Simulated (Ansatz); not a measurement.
Write a Python script for Ansatz 0.2.0, Python API that makes a single point from an input typed as a dict of TePd, space group P6_3/mmc. Settings: PBEsol, PAW, cutoff 470 eV, 7×7×4 k-points, Gaussian smearing of 0.15 eV.

```cif
data_structure
_symmetry_space_group_name_H-M 'P 1'
_symmetry_Int_Tables_number 1
_cell_length_a 4.1521
_cell_length_b 4.1521
_cell_length_c 5.6719
_cell_angle_alpha 90.000
_cell_angle_beta 90.000
_cell_angle_gamma 120.000
_cell_volume 84.68
loop_
_atom_site_label
_atom_site_type_symbol
_atom_site_fract_x
_atom_site_fract_y
_atom_site_fract_z
_atom_site_occupancy
Te1 Te 0.33333 0.66667 0.25000 1
Te2 Te 0.66667 0.33333 0.75000 1
Pd1 Pd 0.00000 0.00000 0.00000 1
Pd2 Pd 0.00000 0.00000 0.50000 1
```

The script, `deck_tepd.py`:
```python
from collections import Counter

import ansatz as az

config = {
    "crystal": {
        "lattice": [[4.1521, 0.0, 0.0], [-2.07605, 3.595824, 0.0], [0.0, 0.0, 5.6719]],
        "atoms": [
            {"symbol": "Te", "position": [0.333333, 0.666667, 0.25]},
            {"symbol": "Te", "position": [0.666667, 0.333333, 0.75]},
            {"symbol": "Pd", "position": [0.0, 0.0, 0.0]},
            {"symbol": "Pd", "position": [0.0, 0.0, 0.5]},
        ],
    },
    "kpoints": {"mp_grid": {"grid": [7, 7, 4]}},
    "hamiltonian": {"xc": "pbesol"},
    "scf": {"occupations": {"method": "gaussian", "width": 0.15}},
    "basis": {"ecutwfc": 470},
    "output": {"forces": True, "stress": True, "eigenvalues": True},
}

planned = az.Session.from_dict(config).plan(threads=1, pin="off")
res = planned.execute()
summary = res.report

for key in ("converged", "n_iterations", "n_electrons", "n_kpoints", "n_pw", "n_symmetry_ops", "free_energy_ev", "fermi_energy_ev"):
    print(f"{key:18s} {summary[key]}")

fermi = summary["fermi_energy_ev"]
print("levels less the Fermi level (eV) at the first k-points")
for k, levels in list(zip(summary["kpoints_frac"], summary["eigenvalues_ev"]))[:3]:
    print("k = ({:.3f}, {:.3f}, {:.3f})".format(*k))
    print("   ", " ".join(f"{e - fermi:.3f}" for e in levels))

told = Counter((n["data"]["severity"], n["data"]["kind"]) for n in res.notices if n["event"] == "notice")
for (severity, kind), count in sorted(told.items()):
    print(f"{severity:8s} {kind} x{count}")
```

```console
$ python deck_tepd.py
DeckWarning: the atoms were moved onto the symmetric positions of the space group found under crystal.symmetry.tolerance 1.0e-5 (fractional; no operation is sought that the atoms, as they stand in a round, miss by more than twice it, and no atom is moved by as much as it), and the run uses the moved positions. Before [...]
converged          True
n_iterations       6
n_electrons        68.0
n_kpoints          24
n_pw               1947
n_symmetry_ops     24
free_energy_ev     -27617.842211399555
fermi_energy_ev    14.715702581536277
levels less the Fermi level (eV) at the first k-points
k = (0.000, 0.000, 0.000)
    -84.508 -84.496 -50.338 -50.299 -50.299 -50.283 -50.283 -50.175 -37.381 -37.381 -37.379 -37.379 -37.378 -37.378 -37.368 -37.368 -37.366 -37.366 -13.410 -11.025 -6.446 -5.362 -5.362 -4.424 -3.596 -3.596 -3.143 -3.143 -2.091 -2.091 -0.999 -0.999 -0.186 0.592 1.883 1.883 2.390 3.380 5.289 5.289
k = (0.000, 0.000, 0.250)
    -84.506 -84.498 -50.314 -50.297 -50.297 -50.286 -50.286 -50.199 -37.381 -37.381 -37.380 -37.380 -37.376 -37.376 -37.368 -37.368 -37.368 -37.368 -13.170 -11.569 -5.620 -5.145 -5.145 -4.178 -3.666 -3.666 -3.438 -3.438 -2.500 -2.500 -0.935 -0.664 -0.175 -0.175 1.664 1.664 3.158 4.394 5.427 5.427
k = (0.000, 0.000, -0.500)
    -84.502 -84.502 -50.291 -50.291 -50.291 -50.291 -50.257 -50.257 -37.381 -37.381 -37.381 -37.381 -37.372 -37.372 -37.372 -37.372 -37.368 -37.368 -12.493 -12.493 -4.529 -4.529 -4.529 -4.529 -4.218 -4.218 -3.022 -3.022 -3.022 -3.022 -1.767 -1.767 0.948 0.948 0.948 0.948 4.545 4.545 5.977 5.977
audit    band_cg_iterations x1
audit    loop_bands_changed x1
audit    preconditioner_resolved x1
```
(Warnings from the package without file and line, shortened.)

Caveats:
- Absolute energies stand on the zero of these potentials, so only differences at equal settings mean something. A total without «per atom» is that of the cell as typed.
- The computed bands are complete only to about 5.1 eV above the Fermi level.
- For a metal this k-point mesh is coarse: on a finer one energies can move by several to tens of meV an atom and pressures by half a GPa or more, differences at one mesh by less.
- An absolute Fermi energy rests on an arbitrary zero of the periodic potential and has no direct meaning.
- The structure is a deposited one; some such entries were measured under pressure or heat, so a shift against it needn't be the functional's error alone.
- Levels are Kohn-Sham eigenvalues on this mesh, without spin-orbit coupling.
- Wall time of the script: 5.5 s on 1 thread of Arm Neoverse V1, on a shared host, peak memory 0.43 GiB.

(Lines on the test bed's own set-up are left out of the output.)
